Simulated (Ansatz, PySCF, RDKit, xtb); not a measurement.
**C5H8ClNSi: ranking a sample of isomers**

A sample of isomers of C5H8ClNSi is drawn. Aim: find which of them has the lowest free energy at 298.15 K, then its properties. The sample is small against all isomers, and the most stable one of this formula need not be in it.

The funnel: GFN2-xTB relaxations, single points with a density functional, relaxations at r2SCAN-D4/def2-SVP, harmonic vibrations (at GFN2-xTB), and a last energy at a higher level. All values are calculated.

**1. Drawing up candidates**

Isomers were taken from a list of plausible structures; this is a sample, not all of them. That gives 8 candidates.

| label | SMILES | spin |
| --- | --- | --- |
| c520 | ClC[SiH2]n1cccc1 | singlet |
| c566 | Cc1cccn1[SiH2]Cl | singlet |
| c623 | C=C(C)[Si@H](C#N)CCl | singlet |
| c675 | N#CC/C(=C/[SiH3])CCl | singlet |
| c758 | C=C(Cl)C[SiH2]CC#N | singlet |
| c860 | C=C/C=C(\C=N)[SiH2]Cl | singlet |
| c943 | C/C(C#N)=C/[C@H]([SiH3])Cl | singlet |
| c959 | Cc1cc(Cl)cn1[SiH3] | singlet |

Candidates are built by distance geometry, with a force field where one applies, in up to four conformers (letters a to d).

Q: Predict the outcome of this search (final energies at CCSD(T)/def2-SVP + MP2/def2-TZVPP - MP2/def2-SVP).

| quantity | value |
| --- | --- |
| lowest structure found | Cc1cccn1[SiH2]Cl, singlet |
| next finalist | ClC[SiH2]n1cccc1, singlet, 33.9 kcal/mol higher in G |
| share at equilibrium, among the finalists | 100.0 % |
| dipole moment (PBE0/def2-SVPD) | 1.24 D |
| HOMO energy (PBE0/def2-SVPD) | -6.15 eV |
| LUMO energy (PBE0/def2-SVPD) | -0.26 eV |
| HOMO–LUMO gap (PBE0/def2-SVPD) | 5.89 eV |
| lowest excitation (TD-PBE0/def2-SVPD) | 5.02 eV (f = 0.017) |
| strongest of the states computed, same level | 6.20 eV (f = 0.126) |
| lowest triplet excitation, same level, Tamm-Dancoff | 3.76 eV |
| vertical ionisation energy | 7.97 eV |
| vertical electron affinity | -1.15 eV (unbound: the value depends on the basis) |
| vertical triplet less singlet | +3.80 eV |

`Cc1cccn1[SiH2]Cl` comes out lowest. Among the finalists first place is clear (33.9 kcal/mol); structures outside the list aren't covered. GFN2-xTB, HF/STO-3G, r2SCAN-D4/def2-SVP, r2SCAN-D4/def2-SVP, relaxed, HF/def2-SVP and MP2/def2-SVP already put its bonding pattern lowest among the structures in one piece. The search is not exhaustive (a finite list of starts, one conformer a finalist), so a lower isomer can't be ruled out. Only 8 drawn patterns were tried, so whole families of isomers are missing, and the result ranks this sample alone.
